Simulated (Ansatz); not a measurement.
Predict the output of the script below (Ansatz 0.2.0 through its Python package).

Script `run_scan.py`:
```python
"""Stretching a bond of CH3NOSi, the rest held rigid."""

import ansatz
import numpy as np

GEOMETRY = """
O     0.96550   -2.48480    1.47640
C     0.70490   -1.45770    0.85880
N     0.46510   -0.47440    0.24500
Si   -0.28950    0.82490   -0.49910
H     0.60840    1.71970   -1.16250
H    -1.13510    1.55730    0.53840
H    -1.25800    0.24690   -1.50270
"""


def main() -> None:
    system = ansatz.Crystal.molecule()
    for line in GEOMETRY.strip().splitlines():
        symbol, *xyz = line.split()
        system = system.atom(symbol, [float(v) for v in xyz])

    symbols = [site.symbol for site in system.cartesian_sites]
    start = np.array([site.position_ang for site in system.cartesian_sites])
    axis = (start[0] - start[1]) / np.linalg.norm(start[0] - start[1])
    moving = [0]
    lengths, energies = [1.04, 1.13, 1.23, 1.35, 1.53, 1.84, 2.21, 2.7], []
    for length in lengths:
        xyz = start.copy()
        xyz[moving] += (length - np.linalg.norm(start[0] - start[1])) * axis
        point = ansatz.Crystal.molecule()
        for symbol, place in zip(symbols, xyz):
            point = point.atom(symbol, place.tolist())
        job = point.calculation()
        job = job.basis(gaussian="def2-SVP")
        job = job.functional("PBE", dispersion="d4")
        job = job.spin("collinear")
        r = job.run(threads=1, backend="cpu").report
        energies.append(r["free_energy_ev"])
        print(f"r = {length:6.3f} A  E = {energies[-1]:.5f} eV  <S^2> = {abs(r['mean_field']['state']['spin_squared']):.3f}")

    print("energy above the lowest point (eV):", [round(e - min(energies), 3) for e in energies])


if __name__ == "__main__":
    main()
```

```console
$ python run_scan.py
r =  1.040 A  E = -12484.64341 eV  <S^2> = 0.000
r =  1.130 A  E = -12485.85662 eV  <S^2> = 0.000
r =  1.230 A  E = -12485.90767 eV  <S^2> = 0.000
r =  1.350 A  E = -12485.07971 eV  <S^2> = 0.000
r =  1.530 A  E = -12483.24013 eV  <S^2> = 0.000
r =  1.840 A  E = -12480.34773 eV  <S^2> = 0.000
r =  2.210 A  E = -12478.90316 eV  <S^2> = 0.854
r =  2.700 A  E = -12478.55087 eV  <S^2> = 0.987
energy above the lowest point (eV): [1.264, 0.051, 0.0, 0.828, 2.668, 5.56, 7.005, 7.357]
```

What to keep in mind:
- The settings weren't tested for convergence.
- The rest of the molecule is held rigid at a force-field or estimated start geometry, and the basis set is modest; single-reference methods fail as a bond breaks.
- The expectation value of S² is noticeably off S(S+1) in at least one run, so that state is spin-contaminated.
- Wall time of the script: 2.9 min on 1 thread of Arm Neoverse V1, with other jobs on the host, peak memory 0.23 GiB.
